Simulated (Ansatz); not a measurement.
# ClH4OSbSi: the cost of one run

Method: RKS BHLYP-D4/def2-SVP, in Ansatz 0.2.0.

## 1. The structure to begin with

Bond lengths: O1–Si2 1.707 Å, Si2–Cl3 2.094 Å, Si2–Sb4 2.581 Å, O1–H5 0.952 Å, Si2–H6 1.464 Å, Sb4–H7 1.792 Å, Sb4–H8 1.755 Å. Angles: O1–Si2–Cl3 110.7°, O1–Si2–Sb4 107.9°, O1–Si2–H6 110.7°, Cl3–Si2–Sb4 109.2°, Cl3–Si2–H6 108.1°, Sb4–Si2–H6 110.2°, Si2–O1–H5 105.9°, Si2–Sb4–H7 89.1°, Si2–Sb4–H8 90.5°, H7–Sb4–H8 91.9°.

As a file:

```xyz
8

O    -1.4570    0.0308    0.7704
Si   -0.5432    0.4254   -0.6161
Cl   -0.2080    2.4899   -0.7201
Sb    1.7254   -0.7934   -0.4452
H    -0.9378    0.3177    1.5147
H    -1.2457    0.0169   -1.8335
H     0.8575   -2.2795    0.0545
H     1.9009   -0.2649    1.2196
```

## 2. Relaxing end A

input.yaml reads:

```yaml
crystal:
  periodic: [false, false, false]
  atoms:
    - { symbol: O, position_ang: [-1.457, 0.0308, 0.7704] }
    - { symbol: Si, position_ang: [-0.5432, 0.4254, -0.6161] }
    - { symbol: Cl, position_ang: [-0.208, 2.4899, -0.7201] }
    - { symbol: Sb, position_ang: [1.7254, -0.7934, -0.4452] }
    - { symbol: H, position_ang: [-0.9378, 0.3177, 1.5147] }
    - { symbol: H, position_ang: [-1.2457, 0.0169, -1.8335] }
    - { symbol: H, position_ang: [0.8575, -2.2795, 0.0545] }
    - { symbol: H, position_ang: [1.9009, -0.2649, 1.2196] }
basis:
  gaussian: { orbitals: def2-SVP }
hamiltonian:
  xc: { name: BHLYP }
  dispersion: d4
relax:
  f_tol: 0.015
  max_steps: 40
```

The run is started by

```
> ansatz run input.yaml --threads 2 --pin off --max-ram 3072MiB --backend cpu --events-out ev --progress --plain --runs-dir out
```

What time and memory should one allow on 2 threads of Intel Xeon Platinum 8488C (Sapphire Rapids), shared host?

About 28 s, with a peak of 0.24 GiB.
